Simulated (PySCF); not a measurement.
# B3H14OPr (Pr(BH4)3(H2O)): the cost of one run

The runs use PySCF 2.14.0; PBE0, Pr lcecp-1-SVP with ECP48, B def2-SVP, H def2-SVP, O def2-SVP; scalar-relativistic core potentials, no spin–orbit coupling.

1 further run of the same task is left out (for a known fault of the program). Runs told in other sessions of the task aren't counted.

## 1. Starting geometry

19 atoms, charge 0, spin multiplicity 1.

Bond lengths: Pr1–B2 2.544 Å, Pr1–H4 2.432 Å, Pr1–H5 2.432 Å, Pr1–H6 2.432 Å, Pr1–B7 2.544 Å, Pr1–H9 2.432 Å, Pr1–H10 2.432 Å, Pr1–H11 2.432 Å, Pr1–B12 2.544 Å, Pr1–H14 2.432 Å, Pr1–H15 2.432 Å, Pr1–H16 2.432 Å, Pr1–O17 2.535 Å, B2–H3 1.200 Å, B2–H4 1.250 Å, B2–H5 1.250 Å, B2–H6 1.250 Å, B7–H8 1.200 Å and more. Angles: B2–Pr1–H4 29.0°, B2–Pr1–H5 29.0°, B2–Pr1–H6 29.0°, B2–Pr1–B7 109.5°, B2–Pr1–H9 93.6°, B2–Pr1–H10 138.5°, B2–Pr1–H11 93.6°, B2–Pr1–B12 109.5°, B2–Pr1–H14 121.3°, B2–Pr1–H15 121.3°, B2–Pr1–H16 80.5°, B2–Pr1–O17 109.5°, H4–Pr1–H5 49.6°, H4–Pr1–H6 49.6°, H4–Pr1–B7 93.6°, H4–Pr1–H9 90.7°, H4–Pr1–H10 119.6°, H4–Pr1–H11 70.1° and more.

Coordinates:

```xyz
19
B3H14OPr
Pr    0.00000    0.00000    0.00000
B     1.46850    1.46850    1.46850
H     2.16130    2.16130    2.16130
H     1.70960    0.26590    1.70960
H     1.70960    1.70960    0.26590
H     0.26590    1.70960    1.70960
B    -1.46850   -1.46850    1.46850
H    -2.16130   -2.16130    2.16130
H    -1.70960   -0.26590    1.70960
H    -1.70960   -1.70960    0.26590
H    -0.26590   -1.70960    1.70960
B     1.46850   -1.46850   -1.46850
H     2.16130   -2.16130   -2.16130
H     0.74720   -2.19090   -0.74720
H     0.74720   -0.74720   -2.19090
H     2.19090   -0.74720   -0.74720
O    -1.46360    1.46360   -1.46360
H    -1.25970    2.34870   -1.80420
H    -2.34870    1.25970   -1.80420
```

Formal oxidation states: Pr +3. Each metal's 2 4f electrons lie in its core potential, so multiplicities, spins and levels count the valence alone.

## 2. SCF at the start, singlet

Contents of run.py (the lines that set the calculation):

```python
mol = gto.M(atom='''
Pr     0.00000     0.00000     0.00000
B      1.46850     1.46850     1.46850
H      2.16130     2.16130     2.16130
H      1.70960     0.26590     1.70960
H      1.70960     1.70960     0.26590
H      0.26590     1.70960     1.70960
B     -1.46850    -1.46850     1.46850
H     -2.16130    -2.16130     2.16130
H     -1.70960    -0.26590     1.70960
H     -1.70960    -1.70960     0.26590
H     -0.26590    -1.70960     1.70960
B      1.46850    -1.46850    -1.46850
H      2.16130    -2.16130    -2.16130
H      0.74720    -2.19090    -0.74720
H      0.74720    -0.74720    -2.19090
H      2.19090    -0.74720    -0.74720
O     -1.46360     1.46360    -1.46360
H     -1.25970     2.34870    -1.80420
H     -2.34870     1.25970    -1.80420''',
    basis={'Pr': 'lcecp-1-SVP', 'B': 'def2-SVP', 'H': 'def2-SVP', 'O': 'def2-SVP'},
    ecp={'Pr': 'lcecp-1-SVP'},
    charge=0, spin=0)
mf = dft.RKS(mol, xc='PBE0')
mf.grids.atom_grid = (50, 194)  # f atoms: unpruned, at least (60, 302)
mf = mf.density_fit()  # fitting sets: Pr AutoAux, B def2-universal-JKFIT, H def2-universal-JKFIT, O def2-universal-JKFIT
mf.conv_tol = 1e-08; mf.max_cycle = 55
mf.kernel(dm0)  # dm0: free metal ions and neutral atoms
```

Launch:

```sh
OMP_NUM_THREADS=4 python run.py
```

What time and memory should one allow on 4 threads of Arm Neoverse V2, shared host?

About 5 s, with a peak of 1.1 GiB.
